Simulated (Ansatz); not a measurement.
# PdPt3Se8: the cost of one run

Method: DFT PBE, scalar-relativistic, plane waves, PAW, in Ansatz 0.2.0.

## (1) Starting point

The structure is triclinic, space group P-1 (No. 2). Conventional cell: a = 5.751 Å, b = 5.914 Å, c = 9.334 Å, α = 89.64°, β = 89.77°, γ = 89.97°. Pd (site symmetry -1) has 4 Se at 2.45 to 2.47 Å in its first shell of neighbours. Pt (site symmetry -1) has 4 Se at 2.44 to 2.45 Å in its first shell of neighbours. Pt (site symmetry -1) has 4 Se at 2.45 to 2.46 Å in its first shell of neighbours. Se (site symmetry 1) is surrounded by 2 Pt at 2.45 to 2.46 Å and 1 Se at 2.45 Å. Se (site symmetry 1) has 1 Se at 2.43 Å and 1 Pt at 2.45 Å and 1 Pd at 2.45 Å in its first shell of neighbours. Se (site symmetry 1) is surrounded by 1 Se at 2.43 Å and 1 Pt at 2.44 Å and 1 Pd at 2.47 Å.

Structure file:

```
CELL_PARAMETERS angstrom
5.75116 0.00000 0.00000
0.00312 5.91377 0.00000
0.03738 0.05891 9.33329
ATOMIC_POSITIONS crystal
Pd 0.50000 0.50000 0.00000
Pt 0.00000 0.00000 0.00000
Pt 0.50000 0.00000 0.50000
Pt 0.00000 0.50000 0.50000
Se 0.88650 0.12101 0.58004
Se 0.61264 0.87922 0.07952
Se 0.38746 0.37894 0.42000
Se 0.11080 0.62231 0.91980
Se 0.11350 0.87899 0.41996
Se 0.38737 0.12078 0.92048
Se 0.61254 0.62106 0.58000
Se 0.88920 0.37769 0.08020
```

The start is the relaxed end of an invented cell (made as: elements ordered on the sites of the PdSe2 type, Pt/Pd on Pd (P-1, No. 2)), taken up again for a closer look.

## (2) Probe: one point on a coarse mesh

The input, input.yaml:

```yaml
crystal:
  lattice:
    - [5.7511567, 0.0, 0.0]
    - [0.0031189, 5.913774, 0.0]
    - [0.0373824, 0.0589118, 9.3332867]
  atoms:
    - { symbol: Pd, position: [0.5, 0.5, 0.0] }
    - { symbol: Pt, position: [0.0, 0.0, 0.0] }
    - { symbol: Pt, position: [0.5, 0.0, 0.5] }
    - { symbol: Pt, position: [0.0, 0.5, 0.5] }
    - { symbol: Se, position: [0.886498, 0.121011, 0.580041] }
    - { symbol: Se, position: [0.612635, 0.879217, 0.079516] }
    - { symbol: Se, position: [0.387462, 0.378936, 0.419995] }
    - { symbol: Se, position: [0.110802, 0.622313, 0.919796] }
    - { symbol: Se, position: [0.113502, 0.878989, 0.419959] }
    - { symbol: Se, position: [0.387365, 0.120783, 0.920484] }
    - { symbol: Se, position: [0.612538, 0.621064, 0.580005] }
    - { symbol: Se, position: [0.889198, 0.377687, 0.080204] }
basis:
  ecutwfc: 420
kpoints:
  mp_grid: { grid: [4, 4, 2] }
hamiltonian:
  xc: pbe
scf:
  occupations: { method: gaussian, width: 0.1 }
  lower_state_search: "off"
output:
  forces: true
  stress: true
  eigenvalues: true
```

On the command line:

```sh
$ ansatz run input.yaml --threads 4 --pin off --max-ram 8192MiB --backend cpu --events-out ev --progress --plain --runs-dir out
```

What time and memory should one allow on 4 threads of Intel Xeon 6975P-C (Granite Rapids), shared host?

About 5.4 s, with a peak of 1.4 GiB.
